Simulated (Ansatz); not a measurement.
**Ti: response to strain**

Aim: deform Ti (equal xx and yy strain of -2 %) and compute stress, forces and field gradients with LAPW, PAW and all-electron datasets made for the crystal.

Computed with Ansatz 0.2.0 (DFT PBEsol, scalar-relativistic, unless a step's input says otherwise).

### 1 The starting structure

It takes space group Im-3m (No. 229, cubic). The conventional cell has a = 3.282 Å, b = 3.282 Å, c = 3.282 Å, α = 90.00°, β = 90.00°, γ = 90.00°. Around Ti (site symmetry m-3m) lie 8 Ti at 2.84 Å.

As a file:

```
Ti
1.0
    -1.64100    1.64100    1.64100
     1.64100   -1.64100    1.64100
     1.64100    1.64100   -1.64100
Ti
1
Direct
  0.00000 0.00000 0.00000
```

### 2 The deformed structure

Space group Im-3m before, I4/mmm after.

### 3 Full-potential LAPW

input.yaml

```yaml
crystal:
  lattice:
    - [-1.60818, 1.60818, 1.641]
    - [1.60818, -1.60818, 1.641]
    - [1.60818, 1.60818, -1.641]
  atoms:
    - { symbol: Ti, position: [0.0, 0.0, 0.0] }
kpoints:
  mp_grid: { grid: [17, 17, 17] }
  band_path:
    path:
      - [0.0, 0.0, 0.0]
      - [0.0, 0.0, 0.5]
      - [0.25, 0.25, 0.25]
      - [0.0, 0.5, 0.0]
      - [0.0, 0.0, 0.0]
      - [0.5, 0.5, -0.5]
      - [0.4901, 0.5099, -0.4901]
      - [-0.4901, 0.4901, 0.4901]
      - [0.0, 0.0, 0.0]
    npoints: 5
scf:
  occupations: { method: fermi_dirac, width: 0.08 }
hamiltonian:
  xc: pbesol
  pseudopotentials: { kind: all_electron, lapw: { basis_error: 0.001 } }
output:
  forces: true
  stress: true
  eigenvalues: true
```

Run with:

```console
$ ansatz run input.yaml --threads 1 --pin off --max-ram 3072MiB --backend cpu --events-out ev --progress --plain --runs-dir out
```

### 4 Frozen-core PAW

input.yaml

```yaml
crystal:
  lattice:
    - [-1.60818, 1.60818, 1.641]
    - [1.60818, -1.60818, 1.641]
    - [1.60818, 1.60818, -1.641]
  atoms:
    - { symbol: Ti, position: [0.0, 0.0, 0.0] }
kpoints:
  mp_grid: { grid: [17, 17, 17] }
scf:
  occupations: { method: fermi_dirac, width: 0.08 }
hamiltonian:
  xc: pbesol
  pseudopotentials: { kind: paw }
output:
  forces: true
  stress: true
  eigenvalues: true
  efg: { contact_densities: true }
```

### 5 Datasets made for this crystal

input.yaml, as its differences from that of step 4:

```diff
@@ -13,3 +13,3 @@
   xc: pbesol
-  pseudopotentials: { kind: paw }
+  pseudopotentials: { kind: all_electron, datasets: crystal }
 output:
```

(Steps that only read results are left out.)

Q: Predict the outcome of this session. Wanted: pressure; largest shear or deviatoric stress.

As calculated:

| quantity | value |
| --- | --- |
| pressure | LAPW -2.60, PAW -2.59, crystal datasets -2.60 GPa |
| largest shear or deviatoric stress (LAPW) | 0.29 GPa |

In words: The largest part of the stress beyond the pressure is 0.29 GPa in size, in the zz component. No run of the undeformed cell stands beside it, so the pressure holds what the given cell had before the change. PAW: stress within 0.01 GPa of LAPW. Crystal datasets: stress within 0.01 GPa of LAPW.
